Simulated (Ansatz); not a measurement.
# BH3Se3: one species, many methods

Aim: compute BH3Se3 with functionals from several rungs and with coupled cluster. The yardstick is the atomisation energy at the CCSD(T) limit.

Method: functionals in def2-TZVPP, the program's frozen cores in correlated methods; program: Ansatz 0.2.0, Gaussian basis.

The runs, in order: LDA (SPW92), PBE-D4, revPBE-D4, BLYP-D4, r2SCAN-D4, B97M-V, PBE0-D4, B3LYP-D4, r2SCANh-D4, r2SCAN0-D4, HSE06-D4, BHLYP-D4, CAM-B3LYP-D4, LC-ωPBE, ωB97X-V, ωB97M-V, B2PLYP, PBE-QIDH; CCSD(T)/def2-SVP; CCSD(T)/def2-TZVPP; MP2/def2-QZVPP; extrapolation to the limit; RPA on PBE.

## Step 1: Structure used throughout

All runs share one geometry, relaxed beforehand with PBE0-D4 in a triple-zeta def2 set.

SMILES `[SeH]B([SeH])[SeH]`, 7 atoms, charge 0, spin multiplicity 1.

Atoms are counted from 1 here; the program's logs count them from 0.

Bond lengths: Se1–B2 1.937 Å, Se1–H5 1.467 Å, B2–Se3 1.943 Å, B2–Se4 1.933 Å, Se3–H6 1.469 Å, Se4–H7 1.469 Å. Angles: B2–Se1–H5 96.2°, Se1–B2–Se3 115.3°, Se1–B2–Se4 126.1°, Se3–B2–Se4 118.6°, B2–Se3–H6 95.8°, B2–Se4–H7 97.2°.

## Step 2: LDA

This LDA is Slater exchange with PW92 correlation.

Input file in.yaml:

```yaml
crystal:
  periodic: [false, false, false]
  atoms:
    - {symbol: Se, position_ang: [-1.902130, 0.511173, 0.289625]}
    - {symbol: B, position_ang: [-0.037000, -0.007986, 0.358438]}
    - {symbol: Se, position_ang: [0.687663, -0.262336, 2.142678]}
    - {symbol: Se, position_ang: [1.125954, -0.284924, -1.160669]}
    - {symbol: H, position_ang: [-1.994591, 0.580649, -1.173077]}
    - {symbol: H, position_ang: [2.041709, -0.624440, 1.702669]}
    - {symbol: H, position_ang: [0.139696, 0.019863, -2.205466]}
basis:
  gaussian: {orbitals: def2-TZVPP}
hamiltonian: {xc: lda}
output: {orbitals: {seedname: orbitals}}
```

After this run come: PBE-D4 (GGA); revPBE-D4 (GGA); BLYP-D4 (GGA); r2SCAN-D4 (meta-GGA); B97M-V (meta-GGA); PBE0-D4 (hybrid); B3LYP-D4 (hybrid); r2SCANh-D4 (hybrid); r2SCAN0-D4 (hybrid); HSE06-D4 (hybrid); BHLYP-D4 (hybrid); CAM-B3LYP-D4 (range-separated); LC-ωPBE-D4 (range-separated); ωB97X-V (range-separated); ωB97M-V (range-separated); B2PLYP (double hybrid); PBE-QIDH (double hybrid); CCSD(T) in def2-SVP; CCSD(T) in def2-TZVPP; MP2 in def2-QZVPP; RPA on PBE orbitals.

**Question.** What will the summary of the whole plan be? Wanted: atomisation energy, CCSD(T)/CBS; farthest beyond LDA; mean size of error, GGA; mean size of error, meta-GGA; mean size of error, hybrid; mean size of error, range-separated; mean size of error, double hybrid; gap, smallest and largest; T1 diagnostic.

As calculated:

```
                               quantity                                                                 value
        atomisation energy, CCSD(T)/CBS                                                             21.249 eV
    functionals within 0.212 eV (1.0 %)  revPBE-D4, r2SCAN-D4, B97M-V, PBE0-D4, r2SCANh-D4, HSE06-D4, ωB97X-V
                    farthest beyond LDA                                                  BHLYP-D4 (-0.931 eV)
                mean size of error, GGA                                                              0.287 eV
           mean size of error, meta-GGA                                                              0.108 eV
             mean size of error, hybrid                                                              0.251 eV
    mean size of error, range-separated                                                              0.408 eV
      mean size of error, double hybrid                                                              0.386 eV
              gap, smallest and largest                             4.09 eV (LDA (SPW92)), 10.64 eV (LC-ωPBE)
                          T1 diagnostic                                                                0.0108
triples share of the correlation energy                                                                 4.0 %
```

What this shows: LDA overbinds by 3.627 eV (17 %). PBE-D4 is off by +0.441 eV. Double hybrids carry the basis error of their MP2 part in triple zeta, and no dispersion term here, so their miss is partly the set-up's. By mean error the best rung here is meta-GGA (0.108 eV) and the worst beyond LDA is range-separated (0.408 eV). The reference freezes the cores and leaves out relativity and excitations past (T), and its outer-core shells are covered unevenly, so misses under about 0.212 eV can't be ranked. All levels share the lack of spin-orbit coupling, which lowers the free heavy atoms and so the true binding. Hartree-Fock recovers 67 % of the binding; the rest is correlation. CCSD(T) in def2-SVP is off by -1.663 eV, worse than the median functional, from the basis alone. The gap grows from 4.1 to 10.6 eV across the functionals, mostly with the share of exact exchange. Correlated methods include outer-core shells of Se, which these sets cover unevenly.
